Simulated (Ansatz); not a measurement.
**SiGeH4+ (doublet): from Hartree-Fock to the top rungs, cc-pVDZ**

An exercise on one series of results from a longer session: the logs are not shown, and one member is left open.

Program: Ansatz 0.2.0, Gaussian basis. Level of theory: cc-pVDZ, core rule «outside noble gas», up to 19 orbitals frozen. These are calculated values, not measurements.

To be run: UHF; CCSD(T) on ROHF; CCSD(T) on UHF; BCCD(T) on ROHF; CISD; CCSDT(Q) on ROHF; CCSDT(Q) on UHF; CASSCF and MRCISD+Q, 9 electrons in 9 orbitals; CASSCF and NEVPT2, 9 electrons in 9 orbitals.

10 further runs of the same task are left out: 3 that didn't finish, 7 set aside as unsound or not needed.

## The geometry

The geometry is a PBE0/def2-TZVP stationary point (not a proven minimum) of the parent state, kept for this charge and spin. No spin-orbit coupling is included. The filled d shell of Ge may be among the frozen orbitals whatever the setting's name suggests; the logs give the count.

6 atoms, charge 1, spin multiplicity 2.

Atoms are counted from 1 here; the program's logs count them from 0.

Bond lengths: Si1–Ge2 2.430 Å, Si1–H3 1.526 Å, Ge2–H4 1.541 Å, Ge2–H5 1.545 Å, Ge2–H6 1.544 Å. Angles: Ge2–Si1–H3 88.8°, Si1–Ge2–H4 114.3°, Si1–Ge2–H5 109.5°, Si1–Ge2–H6 110.7°, H4–Ge2–H5 107.4°, H4–Ge2–H6 107.5°, H5–Ge2–H6 107.0°.

Set-up of the first run:

in.yaml reads:

```yaml
crystal:
  periodic: [false, false, false]
  atoms:
    - {symbol: Si, position_ang: [-0.000654, -0.093078, 1.769086]}
    - {symbol: Ge, position_ang: [-0.000135, 0.013219, -0.658153]}
    - {symbol: H, position_ang: [0.002033, 1.432640, 1.804104]}
    - {symbol: H, position_ang: [-0.031486, -1.361054, -1.353967]}
    - {symbol: H, position_ang: [1.269853, 0.747832, -1.142672]}
    - {symbol: H, position_ang: [-1.212415, 0.821483, -1.170072]}
basis:
  gaussian: {orbitals: cc-pVDZ}
total_charge: 1
magnetization: {spin_polarized: true, initial_magnetization: 1}
hamiltonian: {xc: hf}
output: {orbitals: {seedname: orbitals}}
```

Started as:

```sh
$ ansatz run in.yaml --threads 1 --pin off --events-out ev --progress --plain --max-ram 2393MiB
```

Among the steps run: UHF; CCSD(T) on ROHF; CCSD(T) on UHF; BCCD(T) on ROHF; CISD; CCSDT(Q) on ROHF; CCSDT(Q) on UHF; CASSCF and MRCISD+Q, 9 electrons in 9 orbitals; CASSCF and NEVPT2, 9 electrons in 9 orbitals.

One table of the session follows, with a row left open; its other results are not shown here.

```
           method  from UCCSDT(Q) (kJ/mol)
             ROHF                   +556.5
              UHF                   +546.5
             RMP2                   +135.3
             UMP2                   +135.1
             CISD                    +64.4
            RCCSD                    +18.2
            UCCSD                    +17.6
         RCCSD(T)                     +4.1
         UCCSD(T)                     +4.1
          BCCD(T)                     +4.1
           RCCSDT                     +0.7
           UCCSDT                     +0.6
        RCCSDT(Q)                     +0.1
        UCCSDT(Q)                        0
  CASSCF frontier                   +391.4
  NEVPT2 frontier                   +127.6
  MRCISD frontier                    +36.0
MRCISD+Q frontier                        ?
```

Estimate the missing values for MRCISD+Q frontier.

**Answer.** from UCCSDT(Q) (kJ/mol): +4.5. In the column «from UCCSDT(Q) (kJ/mol)» it lies between BCCD(T) (+4.1) and UCCSD (+17.6).

Among the levels timed on like hardware and quicker than the yardstick, those that no quicker one beats, quickest first: RCCSD(T) (6.5 s, +4.1 kJ/mol); UCCSD(T) (7 s, +4.1 kJ/mol).

To keep in mind: Of the multireference levels listed MRCISD+Q frontier comes nearest in total energy (+4.5 kJ/mol), which doesn't show that its space is the better one. Restricted and unrestricted rows rest on different reference determinants; where their highest levels disagree by more than a few hundredths of an eV, they describe different states and don't form one ladder.
